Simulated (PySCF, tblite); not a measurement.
# C4H5O5S−: geometry, infrared bands and NMR shifts

Aim: predict the infrared bands and NMR shifts of C4H5O5S− (`O=C([O-])[C@@H]1C[C@@H]1S(=O)(=O)O`).

The runs use tblite 0.8.0 and PySCF 2.14.0, with density-fitted response routines of our own; the level of theory stands in each step. All values are computed, except where a source is named. Atoms count from 0, in the outputs and in this text.

### 1 The molecule as given

15 atoms, charge -1, multiplicity 1; geometry from: force field or distance geometry start.

Bonds of the start (Å): O0–C1 1.29, C1–O2 1.39, C1–C3 1.47, C3–C4 1.52, C4–C5 1.52, C5–S6 1.73, S6–O7 1.50, S6–O8 1.49, S6–O9 1.70, C5–C3 1.45, C3–H10 1.11, C4–H11 1.11, C4–H12 1.09, C5–H13 1.13, O9–H14 0.99.

### 2 Relaxing the molecule with GFN2-xTB

What the job is given:

```
{"job": {"kind": "relax", "xc": "GFN2-xTB", "basis": "xTB"}, "charge": -1, "multiplicity": 1}
O     -1.007700    -0.195800     1.949600
C     -1.694500     0.269300     0.958500
O     -3.071200     0.307400     1.143600
C     -1.079500     0.733300    -0.293700
C     -0.956200    -0.405500    -1.288200
C      0.235800     0.403800    -0.803300
S      1.498000    -0.538800    -0.080200
O      2.185100    -1.332100    -1.154500
O      1.120300    -1.503400     0.991300
O      2.683600     0.489400     0.564900
H     -1.514300     1.698600    -0.635300
H     -1.414400    -0.143400    -2.264400
H     -1.023500    -1.406200    -0.865900
H      0.625100     1.056800    -1.643100
H      3.409000     0.574600    -0.106800
```

Command:

```sh
$ OMP_NUM_THREADS=1 python probes_run.py task.json out
```

One launch serves the whole session: the jobs run in the order shown.

**Question.** This job is followed by: GFN2-xTB harmonic vibrations, gas phase; GIAO PBE0/pcSseg-1 NMR shielding, non-relativistic, gas phase. What will the session give for the following? strongest single infrared mode (GFN2-xTB); zero-point energy (GFN2-xTB); 13C shifts against TMS (PBE0/pcSseg-1); 1H shifts against TMS (PBE0/pcSseg-1); 17O shifts against H2O (PBE0/pcSseg-1); 33S shifts against CS2 (PBE0/pcSseg-1).

The runs gave:

| quantity | value |
| --- | --- |
| strongest single infrared mode (GFN2-xTB) | 1974 cm⁻¹, 1905 km/mol |
| zero-point energy (GFN2-xTB) | 59.6 kcal/mol |
| 13C shifts against TMS (PBE0/pcSseg-1) | 177.0, 43.0, 23.3, 14.8 ppm |
| 1H shifts against TMS (PBE0/pcSseg-1) | 17.59, 2.15, 1.36, 1.31, 0.65 ppm |
| 17O shifts against H2O (PBE0/pcSseg-1) | 426.1, 259.9, 244.4, 231.0, 220.9 ppm |
| 33S shifts against CS2 (PBE0/pcSseg-1) | 307 ppm |

In words: Relaxing lowered the energy by 3.139 eV in 165 steps; the close pair that moved most is O0–H14, from 4.932 to 1.059 Å. No mode is imaginary among the 39: a minimum at this level. The strongest single mode, at 1974 cm⁻¹, moves mainly H14. GFN2-xTB is a fitted tight-binding method: band positions and strengths are rough. Its intensities can rank the bands wrongly. The structure rearranged or came apart on optimisation; the results belong to the end geometry, not to the formula as drawn. Shifts at one fixed geometry are not the observed spectrum, which averages over the motion. At PBE0/pcSseg-1: The largest span, 637 ppm, is at O2, where the paramagnetic term is -491 ppm.
